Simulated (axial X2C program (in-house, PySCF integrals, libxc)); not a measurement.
# A two-component session on CuS⁺: properties at the nuclei

Wanted for CuS⁺: properties at the nuclei, at the two-component level.

Computed with an in-house X2C program for linear molecules on PySCF integrals. Level: two-component X2C with atomic mean-field terms, Cu dyall-cv3z, S dyall-av3z.

All values are calculated.

## (1) Input

File task.json:

```json
{
 "zs": [
  29,
  16
 ],
 "q": 1,
 "bas": [
  "dyall-cv3z",
  "dyall-av3z"
 ],
 "r0": 2.09,
 "levels": [
  "PBE0",
  "HF",
  "r2SCAN",
  "LDA",
  "BP86"
 ],
 "nst": 3
}
```

Keys: zs atomic numbers; q charge; bas basis sets; r0 starting distance in Å; levels methods (HF also brings MP2); nst determinants followed.

On the command line:

```console
> python soeom.py task.json out
```

Nuclei are Gaussian, cores are contracted, and the Gaunt term is on.

## (2) Expectation values, lowest determinant

R = 2.095 Å. State: Ω = 1 (excess of +ω over −ω: ω = -1/2, ω = 3/2).

Output of the PBE0 run:

```text
two-component X2C + atomic mean field  PBE0
basis functions 167  fitting functions 902  grid points 5080
iter        total energy     max residual
   1      -2052.879002523     2.94e-01
   2      -2052.898733977     1.46e-03
   3      -2052.898701940     2.45e-03
   4      -2052.898741589     3.34e-04
   5      -2052.898742389     8.37e-05
   6      -2052.898742549     4.49e-05
   7      -2052.898742563     7.00e-06
   8      -2052.898742564     1.26e-06
converged
one-electron -3076.81386039  Coulomb 1000.46820846  exact exchange -22.81847362  xc functional -70.36749202  nuclear repulsion 117.20201712  atomic mean-field constant -0.56914212
```

The highest occupied spinor is 44% S p, 36% Cu d, 15% Cu s.

```tsv
level	Eeff magnitude (GV/cm)	Ws magnitude Cu (kHz)	A∥/gI Cu (MHz)	qzz Cu (a.u.)	A∥/gI S (MHz)	qzz S (a.u.)
PBE0	0.0168	0.0173	-114	0.07	-229	-2.31
HF	0.103	0.0506	-123	-0.96	-177	-3.26
r2SCAN	0.0275	0.0129	-130	0.31	-158	-1.87
LDA	0.0723	0.00195	-127	0.70	-220	-1.57
BP86	0.0669	0.00254	-90.6	0.66	-221	-1.63
```

Eeff is the effective electric field on the electron dipole moment in this Ω state and Ws the scalar–pseudoscalar constant (defined with the proton number Z and per Ω); A∥ is the parallel hyperfine constant, which follows by multiplying with the nuclear g factor gI = μI/(I μN); qzz is the electric field gradient, eQq0 = 234.96 MHz × Q/barn × qzz. The operators were transformed with the bare-nucleus X2C matrices.

## (3) Expectation values, a higher determinant

R = 2.095 Å. State: Ω = 0 (closed shell), 0.98 eV above the lowest in the PBE0 search for states (made at or near this distance, with looser thresholds).

Output of the PBE0 run:

```text
two-component X2C + atomic mean field  PBE0
basis functions 167  fitting functions 902  grid points 5080
iter        total energy     max residual
   1      -2052.842871771     2.94e-01
   2      -2052.862618956     1.45e-03
   3      -2052.862550381     3.25e-03
   4      -2052.862626845     3.85e-04
   5      -2052.862627767     2.11e-04
   6      -2052.862628521     4.17e-05
   7      -2052.862628532     8.88e-06
   8      -2052.862628533     1.92e-06
converged
one-electron -3076.28135224  Coulomb 999.90095281  exact exchange -22.79468451  xc functional -70.32041959  nuclear repulsion 117.20201712  atomic mean-field constant -0.56914212
```

The highest occupied spinor is 80% S p, 16% Cu d, 4% Cu p.

```tsv
level	qzz Cu (a.u.)	qzz S (a.u.)
PBE0	0.24	-2.16
HF	-0.89	-3.46
r2SCAN	0.53	-1.63
LDA	0.82	-1.46
BP86	0.80	-1.46
```

## (4) Expectation values, a higher determinant

R = 2.095 Å. State: Ω = 2 (excess of +ω over −ω: ω = 1/2, ω = 3/2), 1.05 eV above the lowest in the PBE0 search for states (made at or near this distance, with looser thresholds).

Output of the PBE0 run:

```text
two-component X2C + atomic mean field  PBE0
basis functions 167  fitting functions 902  grid points 5080
iter        total energy     max residual
   1      -2052.840489742     2.94e-01
   2      -2052.860237558     1.45e-03
   3      -2052.860169415     3.25e-03
   4      -2052.860245510     3.81e-04
   5      -2052.860246445     2.13e-04
   6      -2052.860247187     4.15e-05
   7      -2052.860247214     1.18e-05
   8      -2052.860247236     6.79e-06
   9      -2052.860247259     7.30e-06
  10      -2052.860247283     7.62e-06
  11      -2052.860247285     2.18e-06
  12      -2052.860247286     1.89e-06
converged
one-electron -3076.27430224  Coulomb 999.89623088  exact exchange -22.79474028  xc functional -70.32031064  nuclear repulsion 117.20201712  atomic mean-field constant -0.56914212
```

The highest occupied spinor is 80% S p, 16% Cu d, 4% Cu p.

```tsv
level	Eeff magnitude (GV/cm)	Ws magnitude Cu (kHz)	A∥/gI Cu (MHz)	qzz Cu (a.u.)	A∥/gI S (MHz)	qzz S (a.u.)
PBE0	0.000172	0.000678	144	0.24	473	-2.19
HF	0.0063	0.00405	50.5	-0.89	530	-3.48
r2SCAN	0.0139	0.00218	178	0.53	427	-1.66
LDA	0.0187	0.00285	170	0.83	459	-1.49
BP86	0.0183	0.00286	173	0.81	445	-1.49
```

## (5) What came out

```
                                        quantity                                            value
                              lowest determinant  Ω = 1 (excess of +ω over −ω: ω = -1/2, ω = 3/2)
                    Eeff magnitude (GV/cm), PBE0                                           0.0168
                     Ws magnitude Cu (kHz), PBE0                                           0.0173
                            A∥/gI Cu (MHz), PBE0                                             -114
                             qzz Cu (a.u.), PBE0                                             0.07
                              higher determinant                             Ω = 0 (closed shell)
         qzz Cu (a.u.), PBE0, higher determinant                                             0.24
          qzz S (a.u.), PBE0, higher determinant                                            -2.16
                              higher determinant   Ω = 2 (excess of +ω over −ω: ω = 1/2, ω = 3/2)
Eeff magnitude (GV/cm), PBE0, higher determinant                                         0.000172
 Ws magnitude Cu (kHz), PBE0, higher determinant                                         0.000678
        A∥/gI Cu (MHz), PBE0, higher determinant                                              144
         qzz Cu (a.u.), PBE0, higher determinant                                             0.24
```

In the first state, the effective field runs from 0.0168 to 0.103 GV/cm over the mean-field levels, so the levels don't agree on it. The expectation values come from single determinants, which for open shells can mix terms of unlike spin or miss the lowest Ω, so a determinant need not be a state. Eeff is the effective electric field on the electron dipole moment in this Ω state and Ws the scalar–pseudoscalar constant (defined with the proton number Z and per Ω); A∥ is the parallel hyperfine constant, which follows by multiplying with the nuclear g factor gI = μI/(I μN); qzz is the electric field gradient, eQq0 = 234.96 MHz × Q/barn × qzz. The operators were transformed with the bare-nucleus X2C matrices.
